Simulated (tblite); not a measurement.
# C42H24 ([10]helicene): the cost of one run

Programs: tblite 0.8.0 and PySCF 2.14.0, with routines of our own; each step states its level. All values are computed. Atoms count from 0.

### 1 The starting structure

66 atoms, charge 0, multiplicity 1; geometry from: force field, distance geometry or constructed start.

### 2 Relaxing the molecule with GFN2-xTB

The job: settings as JSON, then the geometry in Å.

```
{"job": {"kind": "relax", "xc": "GFN2-xTB", "basis": "xTB"}, "charge": 0, "multiplicity": 1}
C      4.382800     2.539300    -0.016600
C      3.739700     2.191200    -1.199900
C      2.378700     1.900100    -1.185300
C      1.584800     1.924000    -0.015300
C      2.248000     2.387300     1.159800
C      3.626300     2.654700     1.148800
C      1.521500     2.634900     2.312500
C      0.143400     2.513300     2.309200
C     -0.530800     2.033400     1.178300
C     -1.928100     2.053900     1.200700
C     -2.647500     1.672100     0.077900
C     -2.001700     1.106700    -1.017500
C     -2.772300     0.792000    -2.129600
C     -2.173300     0.240400    -3.259600
C     -0.850000    -0.169900    -3.211800
C     -0.294000    -0.728400    -4.357300
C      1.016800    -1.178500    -4.358200
C      1.726800    -1.253700    -3.164700
C      3.040700    -1.710300    -3.202300
C      3.788100    -1.795000    -2.037900
C      3.175800    -1.588700    -0.801500
C      3.971000    -1.659300     0.338200
C      3.414500    -1.454700     1.593800
C      2.023500    -1.381400     1.729300
C      1.516100    -1.184700     3.013300
C      0.142000    -1.147900     3.225800
C     -0.730500    -1.459500     2.190200
C     -2.098200    -1.485200     2.486300
C     -3.022900    -1.904900     1.539600
C     -2.591500    -2.414600     0.325100
C     -3.538200    -2.962300    -0.560400
C     -3.151200    -3.590400    -1.735500
C     -1.801400    -3.703800    -2.025900
C     -0.853200    -3.142500    -1.155900
C     -1.206500    -2.414000     0.001900
C     -0.245900    -1.774600     0.890300
C      1.166700    -1.487800     0.603800
C      1.791800    -1.307500    -0.710100
C      1.131200    -0.864800    -1.935600
C     -0.091700    -0.046200    -2.019800
C     -0.601000     0.866700    -0.996100
C      0.176800     1.570400     0.037400
H      5.446100     2.760900    -0.011900
H      4.302300     2.134200    -2.125900
H      1.910800     1.686100    -2.144400
H      4.128300     2.984800     2.056200
H      2.012900     2.996700     3.215300
H     -0.410500     2.804300     3.202200
H     -2.465200     2.434400     2.062500
H     -3.724300     1.793200     0.092000
H     -3.832800     1.010900    -2.160600
H     -2.774400     0.087900    -4.146900
H     -0.859700    -0.775100    -5.290400
H      1.450300    -1.529500    -5.295300
H      3.519100    -1.961100    -4.148600
H      4.836300    -2.062600    -2.108000
H      5.052800    -1.817300     0.263400
H      4.068900    -1.412900     2.453500
H      2.178700    -1.035000     3.864600
H     -0.219200    -0.933100     4.223800
H     -2.462900    -1.182300     3.466800
H     -4.074500    -1.900700     1.801600
H     -4.600100    -2.926100    -0.317500
H     -3.891300    -4.016700    -2.401500
H     -1.463900    -4.224800    -2.914000
H      0.185700    -3.303400    -1.403200
```

Launch:

```sh
OMP_NUM_THREADS=4 python large_run.py task.json out
```

This one command runs all jobs of the session in turn.

Q: Estimate the wall time and peak memory of this first job on 4 threads of Arm Neoverse V1, shared host.

About 5.2 s, with a peak of 0.18 GiB.
